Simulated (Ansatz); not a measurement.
Here is an Ansatz input file for MgNiH, space group P4/mmm. Write the same calculation for the Python package.

```yaml
crystal:
  lattice:
    - [3.088117, 0.0, 0.0]
    - [0.0, 3.088117, 0.0]
    - [0.0, 0.0, 3.257024]
  atoms:
    - { symbol: Mg, position: [0.0, 0.0, 0.0] }
    - { symbol: Ni, position: [0.5, 0.5, 0.5], spin: 1.5 }
    - { symbol: H, position: [0.5, 0.5, 0.0] }
magnetization:
  spin_polarized: true
kpoints:
  mp_grid: { kspacing: 0.3 }
hamiltonian:
  xc: lda
scf:
  occupations: { method: gaussian, width: 0.05 }
  n_extra_bands: 4
output:
  forces: true
  stress: true
basis:
  ecutrho_ratio: 6
```

On the command line:
```console
$ ansatz run input.yaml --threads 1 --pin off --max-ram 3072MiB --backend cpu --events-out ev --progress --plain --runs-dir out
Warning: the band count 19 (scf.n_extra_bands) hosts the net moment |M| = 1.5000 μB (N_el = 29) but caps the reachable moment at 2·n_bands − N_el = 9.0000 μB, below the 20 bands that the automatic rule leaves for it — a moment growing past the seed, or the majority channel's smearing tail, pins there with fewer empty majority states than that count leaves; raise or omit scf.n_extra_bands unless the cap is intended
scf.n_extra_bands = 4 over 15 filled bands (N_el = 29.0): the run solves 19 bands
Engine: ansatz 0.2.0, aarch64-unknown-linux-gnu
Pseudopotentials: kind: paw
Pseudopotential: Mg, paw, valence charge 10, recommended cutoff 420 eV (normal), Mg.paw.azcp
Pseudopotential: Ni, paw, valence charge 18, recommended cutoff 420 eV (normal), Ni.paw.azcp
Pseudopotential: H, paw, valence charge 1, recommended cutoff 420 eV (normal), H.paw.azcp
Functional definition: SPW92
  exchange = slater_x
  correlation = pw_c
Crystal: 3 atoms, lattice volume = 31.061 Å³
Basis set: ecut = 420 eV, 611 PW (Γ)
Bands: 19, of which v1, the nominal top of the filled ones, is band 15 counted from 1 (14 counted from 0)
Symmetry: 16 space group operations
Space group: P4/mmm (ITA 123), of the structure as read, at distance tolerance 3.1e-5 Å
Magnetic group: BNS 123.339 (UNI 999), of the structure as read, at distance tolerance 3.1e-5 Å
k-points: 40 of 343
Non-local potential: Mg, projectors of the file, l = 0: 3, l = 1: 2, l = 2: 1
Non-local potential: Ni, projectors of the file, l = 0: 3, l = 1: 2, l = 2: 3, l = 3: 1
Non-local potential: H, projectors of the file, l = 0: 2, l = 1: 1
PAW form: soft (Blöchl's): semilocal exchange-correlation on the pseudo side does not see the compensation charge
PAW frozen core: Mg, regenerated for the run's functional, and the local potential with it (the file was generated under x = pbe(κ = 0.804, μ = 0.2195149727645171), c = pbe(β = 0.06672455060314922))
PAW frozen core: Ni, regenerated for the run's functional, and the local potential with it (the file was generated under x = pbe(κ = 0.804, μ = 0.2195149727645171), c = pbe(β = 0.06672455060314922))
PAW one-centre angular grid: Mg, 110 points (default); XC on 64 Gauss nodes
PAW one-centre angular grid: Ni, 590 points (default); XC on 64 Gauss nodes
PAW one-centre angular grid: H, 110 points (default); XC on 64 Gauss nodes
Initial density: superposition of atomic densities (chi_scale 0.1, normalization cell, long waves kept (reshape's long-wave potential 0.01 eV rms))
Starting moments: Σ|m| = 1.5 μB on 1 of 3 sites
Initial wavefunctions: pseudopotential atomic-orbital guess
Functional: x = slater, c = lda
SCF iter   1: F=—  HF=-7690.998704 eV  |F-HF|=—  |Δ(HF+E_count)|=         —  Δρ=1.44e-1 (↑1.44e-1 ↓4.04e-2)  dr2=3.15e0  dr2_m=1.98e0  M=0.422 μB ∫|m|=0.514 μB  β_m=0.30  ethr=3.10e-3  ⟨swp⟩=5.3  Hψ=6318  notcnv=0
Mixer restart at iter 1: flushing history
preconditioner: auto → none  [metal: Δε(μ)=0.036 eV  Ē_g=8.152 eV  σ=0.050 eV  W_gap=0.39  n_scr=6 (ndim 8)  ℏωp=24.0 eV  f_vac=0.000  D(μ)=0.47/eV (n_scr^D=0)  sad-step TF]
SCF iter   2: F=—  HF=-7689.752193 eV  |F-HF|=—  |Δ(HF+E_count)|=    1.25e0  Δρ=9.26e-2 (↑5.74e-2 ↓9.26e-2)  dr2=4.68e-1  dr2_m=1.53e0  M=0.290 μB ∫|m|=0.324 μB  β_m=0.40  ethr=3.10e-3  ⟨swp⟩=2.2  Hψ=3112  notcnv=0  defer=35
SCF iter   3: F=—  HF=-7690.595901 eV  |F-HF|=—  |Δ(HF+E_count)|=   8.44e-1  Δρ=5.93e-2 (↑5.93e-2 ↓4.39e-2)  dr2=8.56e-2  dr2_m=7.40e-1  M=0.236 μB ∫|m|=0.260 μB  β_m=0.33  ethr=1.61e-3  ⟨swp⟩=2.5  Hψ=2961  notcnv=0  defer=32
SCF iter   4: F=—  HF=-7691.024407 eV  |F-HF|=—  |Δ(HF+E_count)|=   4.29e-1  Δρ=3.73e-2 (↑2.49e-2 ↓3.73e-2)  dr2=4.54e-2  dr2_m=2.73e-1  M=0.087 μB ∫|m|=0.091 μB  β_m=0.67  ethr=2.95e-4  ⟨swp⟩=2.5  Hψ=2344  notcnv=0  defer=32
SCF iter   5: F=—  HF=-7691.256610 eV  |F-HF|=—  |Δ(HF+E_count)|=   2.32e-1  Δρ=1.52e-2 (↑6.22e-3 ↓1.52e-2)  dr2=1.85e-2  dr2_m=3.20e-2  M=-0.003 μB ∫|m|=0.018 μB  β_m=0.60  ethr=1.57e-4  ⟨swp⟩=3.1  Hψ=3336  notcnv=0  defer=32
SCF iter   6: F=—  HF=-7691.269037 eV  |F-HF|=—  |Δ(HF+E_count)|=   1.24e-2  Δρ=1.81e-3 (↑1.49e-3 ↓1.81e-3)  dr2=6.78e-5  dr2_m=7.63e-4  M=-0.000 μB ∫|m|=0.004 μB  β_m=0.80  ethr=6.40e-5  ⟨swp⟩=2.0  Hψ=2765  notcnv=0  defer=33
SCF iter   7: F=—  HF=-7691.269022 eV  |F-HF|=—  |Δ(HF+E_count)|=   1.58e-5  Δρ=7.85e-4 (↑2.90e-4 ↓7.85e-4)  dr2=5.87e-5  dr2_m=8.01e-5  M=-0.000 μB ∫|m|=0.001 μB  β_m=0.81  ethr=2.34e-7  ⟨swp⟩=2.0  Hψ=2154  notcnv=0  defer=33
SCF iter   8: F=—  HF=-7691.269018 eV  |F-HF|=—  |Δ(HF+E_count)|=   3.10e-6  Δρ=1.34e-4 (↑1.21e-4 ↓1.34e-4)  dr2=9.85e-8  dr2_m=4.58e-6  M=-0.000 μB ∫|m|=0.000 μB  β_m=0.85  ethr=2.02e-7  ⟨swp⟩=2.0  Hψ=1834  notcnv=0  defer=33
SCF iter   9: F=—  HF=-7691.269018 eV  |F-HF|=—  |Δ(HF+E_count)|=   5.25e-7  Δρ=4.73e-5 (↑4.73e-5 ↓3.82e-5)  dr2=1.55e-6  dr2_m=9.76e-9  M=-0.000 μB ∫|m|=0.000 μB  β_m=0.93  ethr=3.40e-10  ⟨swp⟩=2.1  Hψ=2711  notcnv=0  defer=33
SCF iter  10: F=—  HF=-7691.269018 eV  |F-HF|=—  |Δ(HF+E_count)|=   2.95e-8  Δρ=2.27e-5 (↑5.65e-6 ↓2.27e-5)  dr2=7.96e-8  dr2_m=5.29e-8  M=0.000 μB ∫|m|=0.000 μB  β_m=0.87  ethr=3.40e-10  ⟨swp⟩=2.0  Hψ=2668  notcnv=0  defer=33
SCF iter  11: F=—  HF=-7691.269018 eV  |F-HF|=—  |Δ(HF+E_count)|=   5.67e-9  Δρ=5.26e-6 (↑5.26e-6 ↓2.05e-6)  dr2=2.69e-9  dr2_m=3.54e-9  M=0.000 μB ∫|m|=0.000 μB  β_m=0.86  ethr=2.74e-10  ⟨swp⟩=2.0  Hψ=1932  notcnv=0  defer=33
SCF iter  12: F=—  HF=-7691.269018 eV  |F-HF|=—  |Δ(HF+E_count)|=  8.75e-10  Δρ=1.59e-7 (↑1.59e-7 ↓1.57e-7)  dr2=1.90e-11  dr2_m=9.96e-13  M=-0.000 μB ∫|m|=0.000 μB  β_m=0.87  ethr=9.29e-12  ⟨swp⟩=1.5  Hψ=1713  notcnv=0  defer=33
SCF iter  13: F=-7691.269018 eV  HF=-7691.269018 eV  |F-HF|=4.55e-11  |Δ(HF+E_count)|=  1.82e-12  Δρ=2.40e-7 (↑2.40e-7 ↓2.23e-7)  dr2=4.91e-11  dr2_m=3.59e-14  M=-0.000 μB ∫|m|=0.000 μB  ethr=1.00e-12  ⟨swp⟩=1.3  Hψ=3388  notcnv=0
SCF 1 converged in 13 iterations: F = -7691.269018 eV  dr2 = 4.91e-11
  greatest PAW one-centre occupation: 1.002 electrons in one spin orbital (limit 2), on the Ni atom at site 1 (counted from 0), in its partial waves of l = 1
WARN: the starting moments were not kept: the SCF closed with an absolute magnetisation of 2.1e-7 μB, where they sum to 1.5 μB in size (1 site). That is at most 0.1 of that sum. Measured as dr2_m measures the in/out step, that magnetisation stands 3.2e-14 eV from none, at or under the dr2_threshold of 1.0e-7 eV: it is no larger than a step whose dr2_m would equal this threshold. The system may hold no moment; this SCF shows only that its start led to no more than that. To try another start: raise the starting moments (crystal.atoms[].spin, magnetization.per_species, magnetization.initial_magnetization, or on a non-collinear deck that types none of these the spinor_matrix: blocks that start its atoms; where the total moment is fixed, keep their sum and leave initial_magnetization as it is; typed ones take the place of any that the run laid by itself, positive ones on a crystal's lanthanoids without a Hubbard term where scf.initial_density.shell_occupations: [] is typed) or, if the notice of its spin-set hold's release reads "site moments contracting" or "site moments show no strong build", lengthen the hold (scf.mixing.spin_hold: { on: { confirm: 4 } }; for m-r²SCAN on two components see the key's manual first). Each may lead to a state that holds a moment. A second SCF, from the converged charge density, with the starting moments and any scf.initial_density.shell_occupations laid on it anew, would have followed, and was not run: the deck does not ask for one (magnetization.retry_lost_moments is false, the default). To let it run, set magnetization.retry_lost_moments: true and run the deck again, where that key's refused combinations let it; where memory then withholds it, that run's warning says so.
SCF converged after 13 iterations
Magnetization: -0.0000 μB (14.5000 up, 14.5000 down)
Absolute magnetization: 0.0000 μB (∫|ρ↑−ρ↓|, with the PAW one-centre terms)
Spin contamination: 0.0000 ħ² per cell (⟨S²⟩ above its minimum at these occupations)
Per-site moments (μB) at R_I (Å): [(-1.1255344541797131e-8, 0.9007467446164513), (9.123920529392451e-8, 0.6717612), (4.645277656402299e-9, 0.6717612)]
Free energy (F): -7691.269018 eV
Harris-Foulkes:  -7691.269018 eV  (|F-HF|=4.55e-11)
Internal energy: -7691.268376 eV  (E = F + TS)
E sigma→0 (E₀):  -7691.268697 eV
Entropy (-TS):   -0.000642 eV (-0.214 meV/atom)
Fermi energy:    10.710925 eV
--- Per-component energies (eV) ---
  E_band       = -709.291728
  E_kinetic    = 377.238730
  E_local      = -5663.687938  (includes V_loc(G=0)·N_el)
  E_nonlocal   = 741.113106
  E_hartree    = 2279.783895
  E_xc         = -122.770005
  E_vxc        = -159.201149  (∫ρ·V_xc dr)
  E_paw        = -1839.927707  (= ΣΔE_a)
  E_vpaw       = -564.322973  (= ΣTr[D̂ρ^β])
  E_aug_tail   = 0.000132  (compensation charges beyond the density's cutoff)
  E_ewald      = -3463.603189
  E_core_change = 0.584600  (= ΣΔE_core)
  E_smearing   = -0.000642  (= −TS)
  E_closure    = -0.000000  (closes the sum)
  Σ components = -7691.269018   (vs F -7691.269018, Δ=0.00e0)
--- Forces (eV/Å), atoms counted from 1 ---
  atom   1  Mg    -0.00000000     0.00000000     0.00000000
  atom   2  Ni     0.00000000    -0.00000000     0.00000000
  atom   3  H      0.00000000     0.00000000     0.00000000
  max |Σ_I F_I| component: 6.31e-29 eV/Å
--- Stress (GPa, compression-positive) ---
       -4.570542       0.000000       0.000000
        0.000000      -4.570542       0.000000
        0.000000       0.000000     -10.467978
  P = ⅓ Tr σ = -6.5364 GPa (-65.364 kbar)
```

Run as a notebook:

**Cell 1**
```python
import json
import warnings

import ansatz as az
import numpy as np
```

**Cell 2**
```python
warnings.simplefilter("ignore", az.DeckWarning)
```

**Cell 3**
```python
config = {
    "crystal": {
        "lattice": [[3.088117, 0.0, 0.0], [0.0, 3.088117, 0.0], [0.0, 0.0, 3.257024]],
        "atoms": [
            {"symbol": "Mg", "position": [0.0, 0.0, 0.0]},
            {"symbol": "Ni", "position": [0.5, 0.5, 0.5], "spin": 1.5},
            {"symbol": "H", "position": [0.5, 0.5, 0.0]},
        ],
    },
    "magnetization": {"spin_polarized": True},
    "kpoints": {"mp_grid": {"kspacing": 0.3}},
    "hamiltonian": {"xc": "lda"},
    "scf": {"occupations": {"method": "gaussian", "width": 0.05}, "n_extra_bands": 4},
    "output": {"forces": True, "stress": True},
    "basis": {"ecutrho_ratio": 6},
}
```

**Cell 4**
```python
result = az.Session.from_dict(config).plan(threads=1).execute()
report = result.report

sorted(key for key in report if key.endswith("_ev"))
```
Output:
```text
RunWarning: the starting moments were not kept: the SCF closed with an absolute magnetisation of 2.1e-7 μB, where they sum to 1.5 μB in size (1 site). That is at most 0.1 of that sum. Measured as dr2_m measures the in/out step, that magnetisation stands 3.2e-14 eV from none, at or under the dr2_threshold of 1.0e-7 eV: [...]
['energy_sigma0_ev', 'entropy_ts_ev', 'fermi_energy_ev', 'free_energy_ev', 'gap_by_band_count_ev',
 'harris_foulkes_ev', 'internal_energy_ev', 'lagrangian_above_aufbau_ev', 'lagrangian_ev',
 'lagrangian_sigma0_ev']
```

**Cell 5**
```python
energy = report["free_energy_ev"]
print("MgNiH: {:.6f} eV = {:.6f} Ry = {:.6f} Ha".format(energy, energy / 13.605693, energy / 27.211386))
print("Fermi level {:.4f} eV, {} k-points, {} symmetry operations".format(report["fermi_energy_ev"], report["n_kpoints"], report["n_symmetry_ops"]))
```
Output:
```text
MgNiH: -7691.269018 eV = -565.297851 Ry = -282.648926 Ha
Fermi level 10.7109 eV, 40 k-points, 16 symmetry operations
```

**Cell 6**
```python
# the stress is positive in compression
stress = np.array(report["stress_gpa"])
print(f"pressure {np.trace(stress) / 3:.3f} GPa")
print("stress tensor, GPa, positive in compression")
np.round(stress, 3) + 0.0
```
Output:
```text
pressure -6.536 GPa
stress tensor, GPa, positive in compression
array([[ -4.571,   0.   ,   0.   ],
       [  0.   ,  -4.571,   0.   ],
       [  0.   ,   0.   , -10.468]])
```

**Cell 7**
```python
# forces in eV per angstrom
print("forces (eV/A)")
for site, force in zip(result.lattice.sites, report["forces_ev_ang"]):
    print(f"  {site.symbol:2s} {force[0]:9.4f} {force[1]:9.4f} {force[2]:9.4f}")
```
Output:
```text
forces (eV/A)
  Mg   -0.0000    0.0000    0.0000
  Ni    0.0000   -0.0000    0.0000
  H     0.0000    0.0000    0.0000
```

**Cell 8**
```python
print(f"net moment {report['magnetization_mub']:.3f} muB, absolute {report['absolute_magnetization_mub']:.3f} muB")
for index, (site, m) in enumerate(zip(result.lattice.sites, report["site_moments_mub"])):
    print(f"  {index:2d} {site.symbol:2s} {m:7.3f}")
```
Output:
```text
net moment -0.000 muB, absolute 0.000 muB
   0 Mg  -0.000
   1 Ni   0.000
   2 H    0.000
```

**Cell 9**
```python
keep = ["free_energy_ev", "energy_sigma0_ev", "fermi_energy_ev", "n_iterations", "converged", "magnetization_mub", "n_kpoints"]
with open("mgnih.json", "w") as handle:
    json.dump({key: report[key] for key in keep}, handle, indent=1)
```

These settings explore the input space; cutoff and mesh may be short of convergence. The SCF didn't keep the moments it started from (some shrank, vanished or turned); what is printed is the state reached. Only differences from the Fermi energy are physical; the zero of the scale is a convention. A gap by band count of zero or less means overlapping bands, a metal. At these settings the cell as given stands under about -7 GPa, so it isn't at this functional's equilibrium volume. This cell is a computed structure, which may not be the phase found in nature. Gaps and levels are Kohn-Sham values on a finite set of k-points. Warnings are shown shortened and without file and line. The script silences the warnings on its input, which a real study should read. Finished in 5.2 s on 1 thread of Arm Neoverse V1 (shared host), peak memory 0.37 GiB.

(Lines on the test bed's own set-up are left out of the output.)
